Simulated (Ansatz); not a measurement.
# Al2Cu: the cost of one run

Method: DFT PBE, scalar-relativistic, plane waves, PAW, in Ansatz 0.2.0.

4 further runs of the same task are left out: 2 that didn't finish, 2 set aside as unsound or not needed.

### Step 1. The system as given

The structure is tetragonal, space group I4/mcm (No. 140). The conventional cell has a = 6.052 Å, b = 6.052 Å, c = 4.883 Å, α = 90.00°, β = 90.00°, γ = 90.00°. Al (site symmetry m2m) is surrounded by 4 Cu at 2.58 Å and 3 Al at 2.72 to 2.90 Å. Cu (site symmetry 422) is surrounded by 2 Cu at 2.44 Å and 8 Al at 2.58 Å.

As a file:

```cif
data_structure
_symmetry_space_group_name_H-M 'P 1'
_symmetry_Int_Tables_number 1
_cell_length_a 4.9272
_cell_length_b 4.9272
_cell_length_c 4.9272
_cell_angle_alpha 104.215
_cell_angle_beta 104.215
_cell_angle_gamma 120.589
_cell_volume 89.44
loop_
_atom_site_label
_atom_site_type_symbol
_atom_site_fract_x
_atom_site_fract_y
_atom_site_fract_z
_atom_site_occupancy
Al1 Al 0.15872 0.65872 0.81744 1
Al2 Al 0.65872 0.84128 0.50000 1
Al3 Al 0.84128 0.34128 0.18256 1
Al4 Al 0.34128 0.15872 0.50000 1
Cu1 Cu 0.75000 0.75000 0.00000 1
Cu2 Cu 0.25000 0.25000 0.00000 1
```

It is the result of an earlier relaxation at this level (volume 14.91 Å³/atom; gap on the mesh: none (metal)).

### Step 2. The undisturbed cell

Contents of input.yaml:

```yaml
crystal:
  lattice:
    - [-3.0261888737, 3.0261888737, 2.4416174552]
    - [3.0261888737, -3.0261888737, 2.4416174552]
    - [3.0261888737, 3.0261888737, -2.4416174552]
  atoms:
    - { symbol: Al, position: [0.1587211841, 0.6587211841, 0.8174423681] }
    - { symbol: Al, position: [0.6587211841, 0.8412788159, 0.5] }
    - { symbol: Al, position: [0.8412788159, 0.3412788159, 0.1825576319] }
    - { symbol: Al, position: [0.3412788159, 0.1587211841, 0.5] }
    - { symbol: Cu, position: [0.75, 0.75, 0.0] }
    - { symbol: Cu, position: [0.25, 0.25, 0.0] }
basis:
  ecutwfc: 420
kpoints:
  mp_grid: { grid: [12, 12, 12] }
hamiltonian:
  xc: pbe
scf:
  occupations: { method: gaussian, width: 0.15 }
output:
  forces: true
  stress: true
  eigenvalues: true
```

The run is started by

```
$ ansatz run input.yaml --threads 1 --pin off --max-ram 2560MiB --backend cpu --events-out ev --progress --plain --runs-dir out
```

**Question.** How long does this run take on 1 thread of AMD EPYC 7R43 (Zen 3), shared host, and how much memory does it need?

About 32 s, with a peak of 0.64 GiB.
